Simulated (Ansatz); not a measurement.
# ClFH5NSi2: a ladder of functionals and wavefunction methods

One table from this session's results is given with a row withheld; the runs are named, their logs left out.

Computed with Ansatz 0.2.0, Gaussian basis. Level: functionals in def2-TZVPP, the program's frozen cores in correlated methods.

The runs, in order: LDA (SPW92), PBE-D4, revPBE-D4, BLYP-D4, r2SCAN-D4, B97M-V, PBE0-D4, B3LYP-D4, r2SCANh-D4, r2SCAN0-D4, HSE06-D4, BHLYP-D4, CAM-B3LYP-D4, LC-ωPBE, ωB97X-V, ωB97M-V, B2PLYP, PBE-QIDH; CCSD(T)/def2-SVP; CCSD(T)/def2-TZVPP; MP2/def2-QZVPP; extrapolation to the limit; RPA on PBE.

## The geometry

An earlier PBE0-D4 in a triple-zeta def2 set relaxation fixed the geometry.

SMILES `N[Si](F)([SiH3])Cl`, 10 atoms, charge 0, spin multiplicity 1.

Atoms are counted from 1 here; the program's logs count them from 0.

Bond lengths: N1–Si2 1.695 Å, N1–H6 1.009 Å, N1–H7 1.007 Å, Si2–F3 1.595 Å, Si2–Si4 2.334 Å, Si2–Cl5 2.065 Å, Si4–H8 1.488 Å, Si4–H9 1.484 Å, Si4–H10 1.486 Å. Angles: Si2–N1–H6 120.6°, Si2–N1–H7 120.3°, H6–N1–H7 111.5°, N1–Si2–F3 106.2°, N1–Si2–Si4 111.6°, N1–Si2–Cl5 114.3°, F3–Si2–Si4 112.4°, F3–Si2–Cl5 104.3°, Si4–Si2–Cl5 107.8°, Si2–Si4–H8 108.2°, Si2–Si4–H9 109.8°, Si2–Si4–H10 110.6°, H8–Si4–H9 109.3°, H8–Si4–H10 109.0°, H9–Si4–H10 109.9°.

The first run:

in.yaml

```yaml
crystal:
  periodic: [false, false, false]
  atoms:
    - {symbol: N, position_ang: [-0.929708, 1.467515, -0.432420]}
    - {symbol: Si, position_ang: [0.174781, 0.223516, -0.756286]}
    - {symbol: F, position_ang: [-0.299438, -0.449472, -2.122377]}
    - {symbol: Si, position_ang: [0.280567, -1.309380, 1.000924]}
    - {symbol: Cl, position_ang: [2.096264, 0.871233, -1.146022]}
    - {symbol: H, position_ang: [-1.226992, 2.094382, -1.164627]}
    - {symbol: H, position_ang: [-0.936684, 1.920053, 0.467318]}
    - {symbol: H, position_ang: [0.563108, -0.559491, 2.254934]}
    - {symbol: H, position_ang: [1.373875, -2.282969, 0.754963]}
    - {symbol: H, position_ang: [-1.012674, -2.026685, 1.146494]}
basis:
  gaussian: {orbitals: def2-TZVPP}
hamiltonian: {xc: lda}
output: {orbitals: {seedname: orbitals}}
```

Started as:

```bash
ansatz run in.yaml --threads 4 --pin off --events-out ev --progress --plain --max-ram 10444MiB
```

Steps of the session up to this table: LDA; PBE-D4 (GGA); revPBE-D4 (GGA); BLYP-D4 (GGA); r2SCAN-D4 (meta-GGA); B97M-V (meta-GGA); B3LYP-D4 (hybrid); r2SCANh-D4 (hybrid); r2SCAN0-D4 (hybrid); HSE06-D4 (hybrid); BHLYP-D4 (hybrid); CAM-B3LYP-D4 (range-separated); LC-ωPBE (range-separated); ωB97X-V (range-separated); ωB97M-V (range-separated); B2PLYP (double hybrid); PBE-QIDH (double hybrid).

One of the session's tables, all rows but one given; the rest of the session is left out.

It belongs to the step «Frontier levels by functional». 

```
  functional  HOMO (eV)  gap (eV)
 LDA (SPW92)      -6.86      5.56
      PBE-D4      -6.70      5.60
   revPBE-D4      -6.63      5.63
     BLYP-D4      -6.56      5.64
   r2SCAN-D4          ?         ?
      B97M-V      -7.13      6.12
     PBE0-D4      -8.11      7.87
    B3LYP-D4      -7.87      7.45
  r2SCANh-D4      -7.55      7.02
  r2SCAN0-D4      -8.33      8.25
    HSE06-D4      -7.71      7.09
    BHLYP-D4      -9.38     10.08
CAM-B3LYP-D4      -9.50     10.34
     LC-ωPBE     -10.85     12.81
     ωB97X-V     -10.50     12.34
     ωB97M-V     -10.32     11.88
```

Estimate the missing values for r2SCAN-D4.

Worked estimate for «HOMO (eV)». Against the share of exact exchange, r2SCANh-D4 (0.1, -7.55), r2SCAN0-D4 (0.25, -8.33) give a slope of -5.20 per unit share; at 0 the line stands at -7.03.

As computed: HOMO (eV): -7.02; gap (eV): 6.19. In «HOMO (eV)» the line misses by -0.01.
